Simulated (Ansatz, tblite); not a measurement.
# Cis-Zn(OH)2(NH3)4 (H14N4O2Zn): one state, many levels

One table from this session's results is given with a row withheld; the runs are named, their logs left out.

Method: as each input shows; program: Ansatz 0.2.0, Gaussian basis.

Levels to be run: GFN1-xTB, GFN2-xTB, PBE-D4/def2-TZVP, r2SCAN-D4/def2-TZVP, BLYP-D4/def2-TZVP, r2SCANh-D4/def2-TZVP, ωB97M-V/def2-TZVP, PBE-D4/def2-SVP, PBE0-D4/def2-SVP, HF/STO-3G, MP2/def2-TZVP, RPA/def2-TZVP.

2 further runs of the same task are left out: 2 set aside as unsound or not needed. Runs told in other sessions of the task aren't counted.

## The structure

The geometry is that of the singlet, from an earlier relaxation (B3LYP-D4/def2-SVP).

21 atoms, charge 0, spin multiplicity 1.

Bond lengths: N1–Zn7 2.234 Å, N1–H9 1.019 Å, N1–H10 1.036 Å, N1–H11 1.019 Å, N2–Zn7 2.236 Å, N2–H13 1.019 Å, N2–H14 1.019 Å, N2–H15 1.036 Å, N3–H16 1.041 Å, N3–H17 1.020 Å, N3–H18 1.020 Å, N4–Zn7 2.315 Å, N4–H19 1.020 Å, N4–H20 1.020 Å, N4–H21 1.041 Å, O5–Zn7 2.001 Å, O5–H8 0.965 Å, O6–Zn7 2.005 Å and more. Angles: Zn7–N1–H9 128.0°, Zn7–N1–H10 81.4°, Zn7–N1–H11 115.1°, H9–N1–H10 110.0°, H9–N1–H11 108.6°, H10–N1–H11 109.0°, Zn7–N2–H13 117.0°, Zn7–N2–H14 126.2°, Zn7–N2–H15 81.4°, H13–N2–H14 108.5°, H13–N2–H15 109.1°, H14–N2–H15 109.9°, H16–N3–H17 109.9°, H16–N3–H18 107.9°, H17–N3–H18 108.0°, Zn7–N4–H19 136.0°, Zn7–N4–H20 111.2°, Zn7–N4–H21 75.6° and more.

PBE0-D4/def2-TZVP was run before; its log isn't repeated, and its numbers join the tables.

The first run:

Tight binding, by tblite at 300 K electronic temperature and without a spin-polarisation term:

```python
tblite.interface.Calculator('GFN1-xTB', numbers, positions, charge=0, uhf=0).singlepoint()
```

Tight binding, by tblite at 300 K electronic temperature and without a spin-polarisation term:

```python
tblite.interface.Calculator('GFN2-xTB', numbers, positions, charge=0, uhf=0).singlepoint()
```

start.molden holds the orbitals of an earlier run on this state, given as this run's starting guess.

Contents of in.yaml:

```yaml
crystal:
  periodic: [false, false, false]
  atoms:
    - {symbol: N, position_ang: [0.312485, 0.043978, -2.136834]}
    - {symbol: N, position_ang: [-2.162911, -0.022411, 0.263777]}
    - {symbol: N, position_ang: [0.258011, 2.311624, 0.214064]}
    - {symbol: N, position_ang: [0.209061, -2.330923, 0.234028]}
    - {symbol: O, position_ang: [-0.251234, 0.372377, 2.017588]}
    - {symbol: O, position_ang: [2.018840, -0.388840, -0.187665]}
    - {symbol: Zn, position_ang: [0.066046, -0.024876, 0.082239]}
    - {symbol: H, position_ang: [0.399833, 0.039359, 2.647008]}
    - {symbol: H, position_ang: [0.059248, -0.669481, -2.819206]}
    - {symbol: H, position_ang: [1.309689, -0.055864, -1.872587]}
    - {symbol: H, position_ang: [0.171600, 0.960739, -2.558398]}
    - {symbol: H, position_ang: [2.628506, -0.052032, 0.480086]}
    - {symbol: H, position_ang: [-2.639842, -0.912162, 0.125768]}
    - {symbol: H, position_ang: [-2.789487, 0.727786, -0.024911]}
    - {symbol: H, position_ang: [-1.925336, 0.083024, 1.267012]}
    - {symbol: H, position_ang: [0.103436, 1.988798, 1.191257]}
    - {symbol: H, position_ang: [-0.309282, 3.138522, 0.028181]}
    - {symbol: H, position_ang: [1.239205, 2.574655, 0.121667]}
    - {symbol: H, position_ang: [0.013855, -3.120524, -0.381139]}
    - {symbol: H, position_ang: [0.093853, -2.645188, 1.197531]}
    - {symbol: H, position_ang: [1.194424, -2.018581, 0.110564]}
basis:
  gaussian: {orbitals: def2-TZVP, initial_orbitals: start.molden}
hamiltonian: {xc: pbe, dispersion: d4}
scf: {omitted_lower_state_checks: [starts]}
output: {forces: true, orbitals: {seedname: orbitals}}
```

On the command line:

```sh
> ansatz run in.yaml --threads 4 --pin off --events-out ev --progress --plain --max-ram 4787MiB
```

Steps of the session up to this table: PBE-D4/def2-TZVP; r2SCAN-D4/def2-TZVP; BLYP-D4/def2-TZVP; r2SCANh-D4/def2-TZVP; ωB97M-V/def2-TZVP; PBE-D4/def2-SVP; PBE0-D4/def2-SVP; HF/STO-3G; MP2/def2-TZVP; RPA/def2-TZVP.

One of the session's tables, all rows but one given; the rest of the session is left out.

It belongs to the step «Binding energy». 

```
               level  binding an atom (eV)
           HF/STO-3G                 2.089
        HF/def2-TZVP                 2.141
     PBE-D4/def2-SVP                 3.338
    PBE-D4/def2-TZVP                 3.316
   BLYP-D4/def2-TZVP                 3.283
 r2SCAN-D4/def2-TZVP                 3.249
r2SCANh-D4/def2-TZVP                     ?
    PBE0-D4/def2-SVP                 3.252
   PBE0-D4/def2-TZVP                 3.232
   ωB97M-V/def2-TZVP                 3.281
       MP2/def2-TZVP                 3.148
```

Estimate the missing values for r2SCANh-D4/def2-TZVP.

The run gave: binding an atom (eV): 3.222. In the column «binding an atom (eV)» it lies between MP2/def2-TZVP (3.148) and PBE0-D4/def2-TZVP (3.232).

Caveats from the session: Free atoms were run apart at each level; binding is atoms less cluster, divided by the number of atoms, without zero-point or spin-orbit terms.
